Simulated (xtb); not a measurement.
# GFN1-xTB run of C3H8AlSi− (SMILES C#C[SiH2][CH2][AlH3-])

Wanted: a geometry optimisation of C3H8AlSi−. 

Program for the calculation: xtb 6.7.1.

3 further runs of the same task are left out: 3 set aside as unsound or not needed.

## (1) The structure to begin with

C3H8AlSi− has 13 atoms, charge -1, and is taken as a singlet. SMILES: `C#C[SiH2][CH2][AlH3-]`. Geometry: a GFN2-xTB relaxation, a rough one for these elements and not checked as a minimum. This is one conformer, not always the lowest. The run starts from this shape.

Bond lengths: C1–C2 1.203 Å, C2–Si3 1.877 Å, Si3–C4 1.869 Å, C4–Al5 2.066 Å, C1–H6 1.055 Å, Si3–H7 1.478 Å, Si3–H8 1.479 Å, C4–H9 1.101 Å, C4–H10 1.101 Å, Al5–H11 1.615 Å, Al5–H12 1.615 Å, Al5–H13 1.616 Å. Some angles: C1–C2–Si3 175.7°, C2–Si3–C4 111.9°, Si3–C4–Al5 115.2°, C2–C1–H6 178.7°, C2–Si3–H7 102.2°, C2–Si3–H8 102.1°, C4–Si3–H7 115.4°, C4–Si3–H8 115.3°, Si3–C4–H9 108.3°, Si3–C4–H10 108.3°.

## (2) A structure relaxation at GFN1-xTB

Contents of input.xyz:

```xyz
13
start
C     -2.451070     2.321340     1.241770
C     -1.598780     1.473900     1.197940
Si    -0.272530     0.162090     0.990080
C      0.183080    -0.092360    -0.804890
Al     1.638260    -1.517550    -1.149880
H     -3.195000     3.066860     1.303020
H     -0.881420    -1.005900     1.661530
H      0.813170     0.677990     1.851290
H     -0.732080    -0.350970    -1.360090
H      0.506000     0.875220    -1.219640
H      1.864390    -1.626360    -2.745020
H      1.127330    -2.929620    -0.554470
H      2.998640    -1.054650    -0.411630
```

Command:

```
xtb input.xyz --gfn 1 --opt vtight --chrg -1 --uhf 0 > input.out
```

Q: Predict the results. Wanted: total energy at the end; HOMO energy; LUMO energy; HOMO–LUMO gap; dispersion energy.

Computed results:

At GFN1-xTB:

| quantity | value |
| --- | --- |
| total energy at the end | -13.96451 Eh |
| HOMO energy | -6.23 eV |
| LUMO energy | -2.77 eV |
| HOMO–LUMO gap | 3.46 eV |
| dispersion energy | -11.85 kJ/mol |

In words: At the final geometry: Bond lengths: C1–C2 1.212 Å, C2–Si3 1.870 Å, Si3–C4 1.836 Å, C4–Al5 2.157 Å, C1–H6 1.062 Å, Si3–H7 1.455 Å, Si3–H8 1.455 Å, C4–H9 1.108 Å, C4–H10 1.108 Å, Al5–H11 1.592 Å, Al5–H12 1.587 Å, Al5–H13 1.587 Å. Some angles: C1–C2–Si3 175.9°, C2–Si3–C4 114.7°, Si3–C4–Al5 126.5°, C2–C1–H6 179.2°, C2–Si3–H7 102.8°, C2–Si3–H8 102.7°, C4–Si3–H7 114.0°, C4–Si3–H8 114.0°, Si3–C4–H9 111.0°, Si3–C4–H10 111.0°. The optimisation took 22 steps and changed the energy by -0.094 eV.
